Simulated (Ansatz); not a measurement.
Run this with Ansatz 0.2.0 through its Python package and show what comes out.

Script `scan_c2h5nsi.py`:
```python
# -*- coding: utf-8 -*-
'''Stretching a bond of C2H5NSi, the rest held rigid.'''

from dataclasses import dataclass

import ansatz as az
import numpy as np


@dataclass
class Options:
    basis_set: str = 'def2-SVP'
    functional: str = 'hf'


opts = Options()

geometry_ang = [
    ('Si', [0.4092, 0.903, -0.9026]),
    ('C', [-0.2522, -0.2577, 0.133]),
    ('C', [-0.8844, -0.6827, 1.1843]),
    ('N', [-0.2036, -1.587, 0.401]),
    ('H', [1.7898, 0.696, -1.2681]),
    ('H', [0.3004, 2.3124, -0.2945]),
    ('H', [-0.3597, 1.028, -2.192]),
    ('H', [-1.3197, -0.5171, 2.1141]),
    ('H', [0.6087, -1.9412, 0.8077]),
]
c2h5nsi = az.Crystal.molecule()
for symbol, xyz in geometry_ang:
    c2h5nsi = c2h5nsi.atom(symbol, xyz)

symbols = [site.symbol for site in c2h5nsi.cartesian_sites]
start = np.array([site.position_ang for site in c2h5nsi.cartesian_sites])
axis = (start[0] - start[1]) / np.linalg.norm(start[0] - start[1])
moving = [0, 4, 5, 6]
lengths, energies = [1.487, 1.555, 1.623, 1.69, 1.758, 1.826, 1.893, 1.995], []
for length in lengths:
    xyz = start.copy()
    xyz[moving] += (length - np.linalg.norm(start[0] - start[1])) * axis
    point = az.Crystal.molecule()
    for symbol, place in zip(symbols, xyz):
        point = point.atom(symbol, place.tolist())
    base = (
        point.calculation()
        .basis(gaussian=opts.basis_set)
        .functional(opts.functional)
    )
    rep = base.run(threads=1, pin='off').report
    energies.append(rep['free_energy_ev'])
    print(f'r = {length:6.3f} A  E = {energies[-1]:.5f} eV  <S^2> = {abs(rep["mean_field"]["state"]["spin_squared"]):.3f}')

# quartic fit about the minimum
fit = np.polynomial.Polynomial.fit(lengths, np.array(energies) - min(energies), 4).convert()
roots = [r.real for r in fit.deriv().roots() if abs(r.imag) < 1e-9 and fit.deriv(2)(r.real) > 0]
r_e = min(roots, key=lambda r: abs(r - lengths[int(np.argmin(energies))]))
print(f'minimum of the fit at {r_e:.4f} A, force constant {fit.deriv(2)(r_e):.2f} eV/A^2')
```

Running `python scan_c2h5nsi.py` prints:
```text
r =  1.487 A  E = -11471.43555 eV  <S^2> = 0.000
r =  1.555 A  E = -11472.51836 eV  <S^2> = 0.000
r =  1.623 A  E = -11473.24687 eV  <S^2> = 0.000
r =  1.690 A  E = -11473.70045 eV  <S^2> = 0.000
r =  1.758 A  E = -11473.95728 eV  <S^2> = 0.000
r =  1.826 A  E = -11474.05932 eV  <S^2> = 0.000
r =  1.893 A  E = -11474.04632 eV  <S^2> = 0.000
r =  1.995 A  E = -11473.87270 eV  <S^2> = 0.000
minimum of the fit at 1.8510 A, force constant 21.91 eV/A^2
```

These settings explore the input space; basis and method may be short of convergence. The rest of the molecule is held rigid at a force-field or estimated start geometry, and the basis set is modest; single-reference methods fail as a bond breaks. Hartree-Fock leaves correlation out, so bond, atomisation and ionisation energies come out well too low. The orbitals are restricted, so S² is zero by construction. Toward dissociation an unrestricted state can lie under the restricted one, by tenths of an eV for polar bonds under a functional and by 1 to 2 eV or more for others. Run time: 6.3 s on 1 thread of Arm Neoverse V2, with other jobs on the host, peak memory 0.2 GiB.
